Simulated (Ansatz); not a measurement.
# BH2NZn: one structure at several levels

An exercise on one series of results from a longer session: the logs are not shown, and one member is left open.

The runs use Ansatz 0.2.0, Gaussian basis; single points in def2-TZVPP.

Cores are frozen in the correlated methods. The 3s and 3p shells of Cu and Zn are frozen; filled d shells are correlated.

### Where the work starts

SMILES `B=[N][ZnH]`, 5 atoms, charge 0, spin multiplicity 1.

Atoms are counted from 1 here; the program's logs count them from 0.

Bond lengths: B1–N2 1.366 Å, B1–H4 1.084 Å, N2–Zn3 1.936 Å, Zn3–H5 1.395 Å. Angles: N2–B1–H4 172.8°, B1–N2–Zn3 174.2°, N2–Zn3–H5 169.1°.

As a file:

```
B    -1.6062   -0.2449   -0.3607
N    -0.2841   -0.0551   -0.0734
Zn    1.5305    0.3434    0.4707
H    -2.6313   -0.5293   -0.5709
H     2.8805    0.6670    0.6031
```

The first run:

run/in.yaml reads:

```yaml
crystal:
  periodic: [false, false, false]
  atoms:
    - {symbol: B, position_ang: [-1.606200, -0.244900, -0.360700]}
    - {symbol: N, position_ang: [-0.284100, -0.055100, -0.073400]}
    - {symbol: Zn, position_ang: [1.530500, 0.343400, 0.470700]}
    - {symbol: H, position_ang: [-2.631300, -0.529300, -0.570900]}
    - {symbol: H, position_ang: [2.880500, 0.667000, 0.603100]}
basis:
  gaussian: {orbitals: def2-TZVPP}
correlation: {method: ccsd_t, frozen_orbitals: {B: 1, H: 0, "N": 1, Zn: 9}}
output: {forces: true}
```

No record of the launch command was kept for these runs.

Steps of the session up to this table: CCSD(T)/def2-TZVPP; PBE0-D4/def2-TZVPP; wB97M-V/def2-TZVPP; r2SCAN-D4/def2-TZVPP; PBE-D4/def2-TZVPP; CAM-B3LYP-D4/def2-TZVPP; wB97X-V/def2-TZVPP.

One table of the session follows, with a row left open; its other results are not shown here.

| method | RMS force component (eV/Å) | angle to CCSD(T) forces (°) | dipole (D) |
| --- | --- | --- | --- |
| CCSD(T) | 2.939 | reference | 0.78 |
| PBE0-D4 | 3.219 | 2.0 | 0.57 |
| wB97M-V | 3.204 | 3.5 | 0.56 |
| r2SCAN-D4 | 3.066 | 1.7 | 0.55 |
| PBE-D4 | 2.965 | 0.7 | 0.61 |
| CAM-B3LYP-D4 | ? | ? | ? |
| wB97X-V | 3.276 | 2.3 | 0.54 |

Q: Estimate the row for CAM-B3LYP-D4 from the others.

As computed: RMS force component (eV/Å): 3.287; angle to CCSD(T) forces (°): 3.7; dipole (D): 0.54. In the column «RMS force component (eV/Å)» it is the highest.
